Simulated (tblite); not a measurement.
# C4H9BS2: the cost of one run

The runs use tblite 0.8.0 and PySCF 2.14.0, with density-fitted response routines of our own; the level of theory stands in each step. All values are computed, except where a source is named. Atoms count from 0, in the outputs and in this text.

### Step 1. The starting structure

16 atoms, charge 0, multiplicity 1; geometry from: force field or distance geometry start.

Bonds of the start (Å): C0–C1 1.52, C1–C2 1.56, C2–S3 1.82, S3–B4 1.88, B4–C5 1.59, C5–S6 1.82, S6–C1 1.84, C0–H7 1.12, C0–H8 1.11, C0–H9 1.12, C1–H10 1.10, C2–H11 1.11, C2–H12 1.11, B4–H13 1.18, C5–H14 1.12, C5–H15 1.09.

### Step 2. Geometry optimisation with GFN2-xTB

Job settings and geometry (Å):

```
{"job": {"kind": "relax", "xc": "GFN2-xTB", "basis": "xTB"}, "charge": 0, "multiplicity": 1}
C     -2.214800    -0.210700     0.052000
C     -0.749100    -0.117400    -0.333400
C      0.068100    -1.232000     0.393800
S      1.677400    -1.510700    -0.417400
B      2.314100     0.216400    -0.059700
C      1.487400     1.412300    -0.703600
S     -0.120700     1.548000     0.133200
H     -2.347000    -0.091100     1.155100
H     -2.640400    -1.188900    -0.262200
H     -2.796900     0.595000    -0.455800
H     -0.669100    -0.255300    -1.426800
H      0.196100    -0.983800     1.466900
H     -0.502800    -2.187200     0.348600
H      2.896000     0.405900     0.943900
H      2.050900     2.367600    -0.557600
H      1.343200     1.240800    -1.775200
```

On the command line:

```bash
$ OMP_NUM_THREADS=1 python probes_run.py task.json out
```

This one command runs all jobs of the session in turn.

Q: Estimate the wall time and peak memory of this first job on 1 thread of Arm Neoverse N1, shared host.

About 1.2 s, with a peak of 0.18 GiB.
